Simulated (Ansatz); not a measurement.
# InSe2: tests of the settings

The task, for InSe2: see how the k-point mesh on the displaced cell moves the results.

Method: DFT PBE, scalar-relativistic, plane waves, PAW, in Ansatz 0.2.0.

2 further runs of the same task are left out: 1 that didn't finish, 1 set aside as unsound or not needed.

### 1 Starting point

Symmetry: P4/nmm, No. 129, tetragonal system. Conventional cell: a = 3.895 Å, b = 3.895 Å, c = 9.626 Å, α = 90.00°, β = 90.00°, γ = 90.00°. In (site symmetry 4mm) has 4 Se at 2.84 Å as nearest neighbours. Se (site symmetry 4mm) is surrounded by 4 In at 2.84 Å. Se (site symmetry -4m2) is surrounded by 4 Se at 2.75 Å.

Coordinates:

```
CELL_PARAMETERS angstrom
3.89489 0.00000 0.00000
0.00000 3.89489 0.00000
0.00000 0.00000 9.62623
ATOMIC_POSITIONS crystal
In 0.00000 0.50000 0.70647
In 0.50000 0.00000 0.29353
Se 0.00000 0.50000 0.36621
Se 0.50000 0.00000 0.63379
Se 0.00000 0.00000 0.00000
Se 0.50000 0.50000 0.00000
```

Source of the structure: the Materials Project (structure only). It is taken as it stands there.

### 2 The base run, which the others are set against

File input.yaml:

```yaml
crystal:
  lattice:
    - [3.894893, 0.0, 0.0]
    - [0.0, 3.894893, 0.0]
    - [0.0, 0.0, 9.626231]
  atoms:
    - { symbol: In, position: [0.0, 0.5, 0.706468] }
    - { symbol: In, position: [0.5, 0.0, 0.293532] }
    - { symbol: Se, position: [0.0, 0.5, 0.366212] }
    - { symbol: Se, position: [0.5, 0.0, 0.633788] }
    - { symbol: Se, position: [0.0, 0.0, 0.0] }
    - { symbol: Se, position: [0.5, 0.5, 0.0] }
basis:
  ecutwfc: 420
kpoints:
  mp_grid: { grid: [10, 10, 4] }
hamiltonian:
  xc: pbe
scf:
  occupations: { method: gaussian, width: 0.1 }
output:
  forces: true
  stress: true
  eigenvalues: true
  populations: true
```

It was run beforehand and gave: -5512.1914 eV/atom at zero smearing, pressure -0.10 GPa, largest force 0.055 eV/Å, no gap on the mesh, in 9 SCF cycles and 44 s.

The runs on the displaced cell use a copy made earlier, with the atoms moved and the axes strained (about 1 %) at random, so that forces and shear stress do not vanish.

### 3 K-point mesh on the displaced cell: 1×1×1

File input.yaml:

```yaml
crystal:
  lattice:
    - [3.9270757533, -0.0518420432, 0.0414956638]
    - [-0.0518420432, 3.8601552368, 0.0138576913]
    - [0.1025565645, 0.0342492945, 9.693539527]
  atoms:
    - { symbol: In, position: [0.0207369997, 0.5039957392, 0.7064070105] }
    - { symbol: In, position: [0.5041949102, 0.0298992359, 0.282924533] }
    - { symbol: Se, position: [-0.0061395236, 0.5209272203, 0.3768776956] }
    - { symbol: Se, position: [0.4822992083, 0.0548078754, 0.6293459235] }
    - { symbol: Se, position: [-0.0215138425, -0.0364804405, 0.0043115832] }
    - { symbol: Se, position: [0.4989402611, 0.4646776662, -0.0147760375] }
basis:
  ecutwfc: 420
kpoints:
  mp_grid: { grid: [1, 1, 1] }
hamiltonian:
  xc: pbe
scf:
  occupations: { method: gaussian, width: 0.1 }
output:
  forces: true
  stress: true
  eigenvalues: true
```

Command:

```sh
$ ansatz run input.yaml --threads 1 --pin off --max-ram 2560MiB --backend cpu --events-out ev --progress --plain --runs-dir out
```

What it wrote, cut to the lines that bear on the results:

```text
Warning: RAYON_NUM_THREADS=1 ignored (pool sized by the plan → 1); use --threads N
[...]
Pseudopotentials: kind: paw
Pseudopotential: In, paw, valence charge 13, recommended cutoff 420 eV (normal), In.paw.azcp
Pseudopotential: Se, paw, valence charge 16, recommended cutoff 420 eV (normal), Se.paw.azcp
Functional definition: PBE
[...]
Crystal: 6 atoms, lattice volume = 146.901 Å³
Basis set: ecut = 420 eV, 2891 PW (Γ), exchange–correlation on 54×54×144 points (8 copies of the dense FFT grid, shifted against one another)
Bands: 54, of which v1, the nominal top of the filled ones, is band 45 counted from 1 (44 counted from 0)
Symmetry: 1 space group operations
Space group: P1 (ITA 1), of the structure as read, at distance tolerance 5.3e-5 Å
k-points: 1
[...]
SCF iter   1: F=—  HF=-33067.269366 eV  |F-HF|=—  |Δ(HF+E_count)|=         —  Δρ=3.16e-2  dr2=5.14e0  ethr=1.77e-3  ⟨swp⟩=7.0  Hψ=203  notcnv=0  defer=1
[...]
SCF iter  11: F=-33065.805085 eV  HF=-33065.805086 eV  |F-HF|=6.25e-8  |Δ(HF+E_count)|=   1.10e-9  Δρ=4.18e-6  dr2=8.61e-8  ethr=1.11e-10  ⟨swp⟩=13.0  Hψ=279  notcnv=0
[...]
SCF converged after 11 iterations
Free energy (F): -33065.805085 eV
[...]
E sigma→0 (E₀):  -33065.800643 eV
Entropy (-TS):   -0.008884 eV (-1.481 meV/atom)
Fermi energy:    9.293061 eV
[...]
--- Forces (eV/Å), atoms counted from 1 ---
  atom   1  In    -1.11197866     1.37792333    -2.63822528
  atom   2  In    -0.17695288    -0.12769027     2.93561143
  atom   3  Se     0.08113540     0.25325153     0.01283587
  atom   4  Se     1.22670406    -1.46166310    -0.33917524
  atom   5  Se     0.42819308     0.09265614     0.15355102
  atom   6  Se    -0.44709236    -0.13449952    -0.12452448
[...]
--- Stress (GPa, compression-positive) ---
       24.408370       2.430163      -0.822729
        2.430163      21.747124       1.312096
       -0.822729       1.312096       1.947446
  P = ⅓ Tr σ = 16.0343 GPa (160.343 kbar)
--- Band table (eV) ---
[...]
```

Run time: 1.4 s. Hardware: 1 thread of Arm Neoverse V1, shared host; peak memory 0.3 GiB.

Result: -5510.9668 eV/atom at zero smearing, pressure 16.03 GPa, largest force 3.177 eV/Å and a gap of 0.32 eV on the mesh.

### 4 K-point mesh on the displaced cell set to 2×2×1

Changes to input.yaml since step 3:

```diff
@@ -15,3 +15,3 @@
 kpoints:
-  mp_grid: { grid: [1, 1, 1] }
+  mp_grid: { grid: [2, 2, 1] }
 hamiltonian:
```

Command:

```sh
$ ansatz run input.yaml --threads 1 --pin off --max-ram 2560MiB --backend cpu --events-out ev --progress --plain --runs-dir out
```

What it wrote, cut to the lines that bear on the results:

```text
Warning: RAYON_NUM_THREADS=1 ignored (pool sized by the plan → 1); use --threads N
[...]
Pseudopotentials: kind: paw
Pseudopotential: In, paw, valence charge 13, recommended cutoff 420 eV (normal), In.paw.azcp
Pseudopotential: Se, paw, valence charge 16, recommended cutoff 420 eV (normal), Se.paw.azcp
Functional definition: PBE
[...]
Crystal: 6 atoms, lattice volume = 146.901 Å³
Basis set: ecut = 420 eV, 2891 PW (Γ), exchange–correlation on 54×54×144 points (8 copies of the dense FFT grid, shifted against one another)
Bands: 54, of which v1, the nominal top of the filled ones, is band 45 counted from 1 (44 counted from 0)
Symmetry: 1 space group operations
Space group: P1 (ITA 1), of the structure as read, at distance tolerance 5.3e-5 Å
k-points: 4
[...]
SCF iter   1: F=—  HF=-33072.810267 eV  |F-HF|=—  |Δ(HF+E_count)|=         —  Δρ=2.07e-2  dr2=3.84e0  ethr=1.77e-3  ⟨swp⟩=6.5  Hψ=805  notcnv=0  defer=3
[...]
SCF iter  11: F=-33072.576161 eV  HF=-33072.576161 eV  |F-HF|=3.13e-8  |Δ(HF+E_count)|=   1.38e-8  Δρ=4.11e-6  dr2=6.44e-8  ethr=1.11e-10  ⟨swp⟩=9.5  Hψ=974  notcnv=0
[...]
SCF converged after 11 iterations
Free energy (F): -33072.576161 eV
[...]
E sigma→0 (E₀):  -33072.542839 eV
Entropy (-TS):   -0.066643 eV (-11.107 meV/atom)
Fermi energy:    8.242613 eV
[...]
--- Forces (eV/Å), atoms counted from 1 ---
  atom   1  In    -0.44503978     0.52795194     0.12245701
  atom   2  In    -0.06419869     0.00262855     0.05548521
  atom   3  Se     0.05631599     0.06366924    -0.15941965
  atom   4  Se     0.47264020    -0.52226195    -0.15411644
  atom   5  Se     0.29104758    -0.33338927    -0.14472983
  atom   6  Se    -0.31076645     0.26140340     0.28042929
[...]
--- Stress (GPa, compression-positive) ---
        5.663932      -0.056490      -0.398136
       -0.056489       3.156630       0.736715
       -0.398136       0.736715      -2.442649
  P = ⅓ Tr σ = 2.1260 GPa (21.260 kbar)
--- Band table (eV) ---
[...]
```

It took 2.8 s on 1 thread of Arm Neoverse V1, shared host; peak memory 0.36 GiB.

Result: -5512.0905 eV/atom at zero smearing, pressure 2.13 GPa, largest force 0.721 eV/Å and no gap on the mesh.

### 5 K-point mesh on the displaced cell: 4×4×1

Changes to input.yaml since step 4:

```diff
@@ -15,3 +15,3 @@
 kpoints:
-  mp_grid: { grid: [2, 2, 1] }
+  mp_grid: { grid: [4, 4, 1] }
 hamiltonian:
```

Command:

```sh
$ ansatz run input.yaml --threads 1 --pin off --max-ram 2560MiB --backend cpu --events-out ev --progress --plain --runs-dir out
```

What it wrote, cut to the lines that bear on the results:

```text
Warning: RAYON_NUM_THREADS=1 ignored (pool sized by the plan → 1); use --threads N
[...]
Pseudopotentials: kind: paw
Pseudopotential: In, paw, valence charge 13, recommended cutoff 420 eV (normal), In.paw.azcp
Pseudopotential: Se, paw, valence charge 16, recommended cutoff 420 eV (normal), Se.paw.azcp
Functional definition: PBE
[...]
Crystal: 6 atoms, lattice volume = 146.901 Å³
Basis set: ecut = 420 eV, 2891 PW (Γ), exchange–correlation on 54×54×144 points (8 copies of the dense FFT grid, shifted against one another)
Bands: 54, of which v1, the nominal top of the filled ones, is band 45 counted from 1 (44 counted from 0)
Symmetry: 1 space group operations
Space group: P1 (ITA 1), of the structure as read, at distance tolerance 5.3e-5 Å
k-points: 10 of 16 (time reversal used)
[...]
SCF iter   1: F=—  HF=-33073.180905 eV  |F-HF|=—  |Δ(HF+E_count)|=         —  Δρ=3.77e-3  dr2=1.26e-1  ethr=1.77e-3  ⟨swp⟩=6.5  Hψ=1994  notcnv=0  defer=5
[...]
SCF iter   8: F=-33073.167895 eV  HF=-33073.167895 eV  |F-HF|=8.86e-9  |Δ(HF+E_count)|=   2.63e-8  Δρ=1.80e-6  dr2=9.18e-9  ethr=1.11e-10  ⟨swp⟩=4.3  Hψ=1814  notcnv=0
[...]
SCF converged after 8 iterations
Free energy (F): -33073.167895 eV
[...]
E sigma→0 (E₀):  -33073.158046 eV
Entropy (-TS):   -0.019698 eV (-3.283 meV/atom)
Fermi energy:    8.704947 eV
[...]
--- Forces (eV/Å), atoms counted from 1 ---
  atom   1  In    -0.35650260     0.45542585    -0.16225426
  atom   2  In    -0.03803452     0.07388885     0.41629239
  atom   3  Se     0.04096631     0.12196685    -0.40812576
  atom   4  Se     0.43892739    -0.53128102    -0.01728839
  atom   5  Se     0.31011388     0.02080882    -0.17308954
  atom   6  Se    -0.39546617    -0.14081205     0.34447281
[...]
--- Stress (GPa, compression-positive) ---
       -0.649588       0.838048      -0.331315
        0.838048       1.008690       0.567302
       -0.331314       0.567301      -0.525610
  P = ⅓ Tr σ = -0.0555 GPa (-0.555 kbar)
--- Band table (eV; the first three rows and the last of 10) ---
[...]
```

Wall time 7.7 s (1 thread of Arm Neoverse V1, shared host); peak memory 0.35 GiB.

Read-out: -5512.1930 eV/atom at zero smearing, pressure -0.06 GPa, largest force 0.689 eV/Å and no gap on the mesh.

### 6 K-point mesh on the displaced cell set to 4×4×2

Changes to input.yaml since step 5:

```diff
@@ -15,3 +15,3 @@
 kpoints:
-  mp_grid: { grid: [4, 4, 1] }
+  mp_grid: { grid: [4, 4, 2] }
 hamiltonian:
```

Command:

```sh
$ ansatz run input.yaml --threads 1 --pin off --max-ram 2560MiB --backend cpu --events-out ev --progress --plain --runs-dir out
```

What it wrote, cut to the lines that bear on the results:

```text
Warning: RAYON_NUM_THREADS=1 ignored (pool sized by the plan → 1); use --threads N
[...]
Pseudopotentials: kind: paw
Pseudopotential: In, paw, valence charge 13, recommended cutoff 420 eV (normal), In.paw.azcp
Pseudopotential: Se, paw, valence charge 16, recommended cutoff 420 eV (normal), Se.paw.azcp
Functional definition: PBE
[...]
Crystal: 6 atoms, lattice volume = 146.901 Å³
Basis set: ecut = 420 eV, 2891 PW (Γ), exchange–correlation on 54×54×144 points (8 copies of the dense FFT grid, shifted against one another)
Bands: 54, of which v1, the nominal top of the filled ones, is band 45 counted from 1 (44 counted from 0)
Symmetry: 1 space group operations
Space group: P1 (ITA 1), of the structure as read, at distance tolerance 5.3e-5 Å
k-points: 20 of 32 (time reversal used)
[...]
SCF iter   1: F=—  HF=-33072.956069 eV  |F-HF|=—  |Δ(HF+E_count)|=         —  Δρ=2.25e-3  dr2=1.77e-2  ethr=1.77e-3  ⟨swp⟩=6.5  Hψ=3978  notcnv=0  defer=8
[...]
SCF iter   7: F=-33072.950851 eV  HF=-33072.950851 eV  |F-HF|=6.55e-10  |Δ(HF+E_count)|=   8.36e-8  Δρ=4.14e-6  dr2=1.90e-8  ethr=1.11e-10  ⟨swp⟩=8.5  Hψ=4578  notcnv=0
[...]
SCF converged after 7 iterations
Free energy (F): -33072.950851 eV
[...]
E sigma→0 (E₀):  -33072.947450 eV
Entropy (-TS):   -0.006800 eV (-1.133 meV/atom)
Fermi energy:    8.841541 eV
[...]
--- Forces (eV/Å), atoms counted from 1 ---
  atom   1  In    -0.30557346     0.45959199    -0.13054876
  atom   2  In    -0.03689892     0.00602837     0.35803447
  atom   3  Se     0.10153805     0.11348618    -0.54486317
  atom   4  Se     0.32367105    -0.53371109     0.11558988
  atom   5  Se     0.29066427     0.01585999    -0.15123078
  atom   6  Se    -0.37339665    -0.06126193     0.35299896
[...]
--- Stress (GPa, compression-positive) ---
       -0.377030       0.879597       0.067416
        0.879597       1.326340       0.224361
        0.067417       0.224361       0.341851
  P = ⅓ Tr σ = 0.4304 GPa (4.304 kbar)
--- Band table (eV; the first three rows and the last of 20) ---
[...]
```

Wall time 13 s (1 thread of Arm Neoverse V1, shared host); peak memory 0.38 GiB.

Read-out: -5512.1579 eV/atom at zero smearing, pressure 0.43 GPa, largest force 0.635 eV/Å and no gap on the mesh.

### 7 K-point mesh on the displaced cell set to 6×6×2

Changes to input.yaml since step 6:

```diff
@@ -15,3 +15,3 @@
 kpoints:
-  mp_grid: { grid: [4, 4, 2] }
+  mp_grid: { grid: [6, 6, 2] }
 hamiltonian:
```

Command:

```sh
$ ansatz run input.yaml --threads 1 --pin off --max-ram 2560MiB --backend cpu --events-out ev --progress --plain --runs-dir out
```

What it wrote, cut to the lines that bear on the results:

```text
Warning: RAYON_NUM_THREADS=1 ignored (pool sized by the plan → 1); use --threads N
[...]
Pseudopotentials: kind: paw
Pseudopotential: In, paw, valence charge 13, recommended cutoff 420 eV (normal), In.paw.azcp
Pseudopotential: Se, paw, valence charge 16, recommended cutoff 420 eV (normal), Se.paw.azcp
Functional definition: PBE
[...]
Crystal: 6 atoms, lattice volume = 146.901 Å³
Basis set: ecut = 420 eV, 2891 PW (Γ), exchange–correlation on 54×54×144 points (8 copies of the dense FFT grid, shifted against one another)
Bands: 54, of which v1, the nominal top of the filled ones, is band 45 counted from 1 (44 counted from 0)
Symmetry: 1 space group operations
Space group: P1 (ITA 1), of the structure as read, at distance tolerance 5.3e-5 Å
k-points: 40 of 72 (time reversal used)
[...]
SCF iter   1: F=—  HF=-33073.017297 eV  |F-HF|=—  |Δ(HF+E_count)|=         —  Δρ=2.29e-3  dr2=3.66e-2  ethr=1.77e-3  ⟨swp⟩=6.3  Hψ=7897  notcnv=0  defer=21
[...]
SCF iter   9: F=-33073.010960 eV  HF=-33073.010960 eV  |F-HF|=1.11e-7  |Δ(HF+E_count)|=   1.06e-8  Δρ=4.16e-6  dr2=8.57e-8  ethr=1.11e-10  ⟨swp⟩=9.5  Hψ=9906  notcnv=0
[...]
SCF converged after 9 iterations
Free energy (F): -33073.010960 eV
[...]
E sigma→0 (E₀):  -33073.006974 eV
Entropy (-TS):   -0.007972 eV (-1.329 meV/atom)
Fermi energy:    9.067234 eV
[...]
--- Forces (eV/Å), atoms counted from 1 ---
  atom   1  In    -0.33174962     0.46165650     0.07545309
  atom   2  In    -0.02434043    -0.00687517     0.14442226
  atom   3  Se     0.03701942     0.12154477    -0.55938655
  atom   4  Se     0.37551378    -0.57120258     0.10912342
  atom   5  Se     0.35223445    -0.06188255     0.01052579
  atom   6  Se    -0.40867905     0.05675642     0.21992699
[...]
--- Stress (GPa, compression-positive) ---
       -1.029005      -0.878530      -0.300318
       -0.878530       0.760996       0.285785
       -0.300318       0.285785       0.092310
  P = ⅓ Tr σ = -0.0586 GPa (-0.586 kbar)
--- Band table (eV; the first three rows and the last of 40) ---
[...]
```

Run time: 33 s. Hardware: 1 thread of Arm Neoverse V1, shared host; peak memory 0.48 GiB.

Result: -5512.1678 eV/atom at zero smearing, pressure -0.06 GPa, largest force 0.692 eV/Å and no gap on the mesh.

### 8 Summary: the k-point mesh on the displaced cell

ΔE: energy per atom at zero smearing, less that of the run at 8×8×4. Pressure is positive in compression.

| mesh | ΔE (meV/atom) | pressure (GPa) | largest change of a force component (eV/Å) | gap on the mesh (eV) | irreducible points | SCF cycles | CPU time |
| --- | --- | --- | --- | --- | --- | --- | --- |
| 1×1×1 | 1203 | 16.03 | 2.657 | 0.319 | 1 | 11 | 1.4 s |
| 2×2×1 | 79.5 | 2.13 | 0.362 | none | 4 | 11 | 2.9 s |
| 4×4×1 | -23.0 | -0.06 | 0.175 | none | 10 | 8 | 7.7 s |
| 4×4×2 | 12.1 | 0.43 | 0.153 | none | 20 | 7 | 13 s |
| 6×6×2 | 2.17 | -0.06 | 0.134 | none | 40 | 9 | 33 s |
| 8×8×4 | 0.00 | -0.06 | 0.000 | none | 132 | 9 | 2 min |

CPU times come from a shared host, so they are rough.

### 9 Summary of results

| quantity | value |
| --- | --- |
| k-point mesh on the displaced cell: within 10 and 1 meV/atom of 8×8×4 from | 6×6×2 for 10; none of the others for 1 |

What this shows: The last step in the k-point mesh on the displaced cell still changes the energy by 2.17 meV/atom: the series is not settled to 1 meV/atom. The gaps on the coarsest meshes are artefacts of sampling: the crystal is a metal on the dense ones. The error changes sign along the series, since a k mesh isn't variational, and a metal needs dense meshes to resolve its Fermi surface. Forces come within 0.01 eV/Å only at the reference itself. The final runs have no spin polarisation, so no magnetic state was tried and one may lie lower.
